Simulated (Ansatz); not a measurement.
# C2H8O2Si2: one species, many methods

Aim: compute C2H8O2Si2 with functionals from several rungs and with coupled cluster. The yardstick is the atomisation energy at the CCSD(T) limit.

Program: Ansatz 0.2.0, Gaussian basis. Level of theory: functionals in def2-TZVPP, the program's frozen cores in correlated methods. These are calculated values, not measurements.

The runs, in order: PBE-D4, r2SCAN-D4, PBE0-D4, B3LYP-D4, ωB97X-V, ωB97M-V, B2PLYP; CCSD(T)/def2-TZVPP; MP2/def2-QZVPP; extrapolation to the limit.

### 1 The geometry

The geometry comes from an earlier relaxation with PBE0-D4 in a triple-zeta def2 set; it is a stationary point, not always the lowest conformer.

SMILES `C=C[SiH](O)[SiH2]O`, 14 atoms, charge 0, spin multiplicity 1.

Atoms are counted from 1 here; the program's logs count them from 0.

Bond lengths: C1–C2 1.331 Å, C1–H7 1.087 Å, C1–H8 1.087 Å, C2–Si3 1.859 Å, C2–H9 1.091 Å, Si3–O4 1.659 Å, Si3–Si5 2.347 Å, Si3–H10 1.496 Å, O4–H11 0.957 Å, Si5–O6 1.660 Å, Si5–H12 1.493 Å, Si5–H13 1.493 Å, O6–H14 0.958 Å. Angles: C2–C1–H7 122.0°, C2–C1–H8 121.9°, H7–C1–H8 116.1°, C1–C2–Si3 123.6°, C1–C2–H9 118.0°, Si3–C2–H9 118.3°, C2–Si3–O4 111.8°, C2–Si3–Si5 112.1°, C2–Si3–H10 108.6°, O4–Si3–Si5 104.6°, O4–Si3–H10 108.2°, Si5–Si3–H10 111.4°, Si3–O4–H11 117.5°, Si3–Si5–O6 108.1°, Si3–Si5–H12 110.5°, Si3–Si5–H13 110.3°, O6–Si5–H12 110.7°, O6–Si5–H13 110.7° and more.

### 2 PBE-D4 (GGA)

in.yaml reads:

```yaml
crystal:
  periodic: [false, false, false]
  atoms:
    - {symbol: C, position_ang: [-1.292154, 0.551002, 1.642357]}
    - {symbol: C, position_ang: [-1.286324, 1.091924, 0.426168]}
    - {symbol: Si, position_ang: [-0.258770, 0.447674, -0.982760]}
    - {symbol: O, position_ang: [0.587418, 1.660613, -1.734601]}
    - {symbol: Si, position_ang: [1.386866, -1.061133, -0.258579]}
    - {symbol: O, position_ang: [0.661773, -2.177833, 0.733214]}
    - {symbol: H, position_ang: [-1.922908, 0.934391, 2.440077]}
    - {symbol: H, position_ang: [-0.676132, -0.308806, 1.891727]}
    - {symbol: H, position_ang: [-1.936579, 1.948345, 0.243463]}
    - {symbol: H, position_ang: [-1.169233, -0.181153, -1.988832]}
    - {symbol: H, position_ang: [0.194163, 2.057722, -2.511925]}
    - {symbol: H, position_ang: [2.475366, -0.339833, 0.464751]}
    - {symbol: H, position_ang: [2.026041, -1.732558, -1.429440]}
    - {symbol: H, position_ang: [1.210471, -2.890336, 1.064398]}
basis:
  gaussian: {orbitals: def2-TZVPP}
hamiltonian: {xc: pbe, dispersion: d4}
output: {forces: true, orbitals: {seedname: orbitals}}
```

The run is started by

```
ansatz run in.yaml --threads 2 --pin off --events-out ev --progress --plain --max-ram 32768MiB --backend cuda --devices 0, --max-vram 18GiB
```

The runs that follow: r2SCAN-D4 (meta-GGA); PBE0-D4 (hybrid); B3LYP-D4 (hybrid); ωB97X-V (range-separated); ωB97M-V (range-separated); B2PLYP (double hybrid); CCSD(T) in def2-TZVPP; MP2 in def2-QZVPP.

Before running them: what should the planned runs give, taken together? Wanted: atomisation energy, CCSD(T)/CBS; farthest; mean size of error, hybrid; mean size of error, range-separated; gap, smallest and largest; T1 diagnostic; triples share of the correlation energy.

**Answer**, as computed:

| quantity | value |
| --- | --- |
| atomisation energy, CCSD(T)/CBS | 5274.3 kJ/mol |
| functionals within 26.4 kJ/mol (0.5 %) | r2SCAN-D4, B3LYP-D4, ωB97X-V, ωB97M-V |
| farthest | B2PLYP (-79.1 kJ/mol) |
| mean size of error, hybrid | 35.3 kJ/mol |
| mean size of error, range-separated | 4.6 kJ/mol |
| gap, smallest and largest | 4.67 eV (PBE-D4), 11.15 eV (ωB97X-V) |
| T1 diagnostic | 0.0120 |
| triples share of the correlation energy | 3.8 % |

What this shows: PBE-D4 is off by +41.0 kJ/mol. Double hybrids carry the basis error of their MP2 part in triple zeta, and no dispersion term here, so their miss is partly the set-up's. The reference freezes the cores and leaves out relativity and excitations past (T), so misses under about 26.4 kJ/mol can't be ranked. Hartree-Fock recovers 73 % of the binding; the rest is correlation. The gap grows from 4.7 to 11.2 eV across the functionals, mostly with the share of exact exchange.
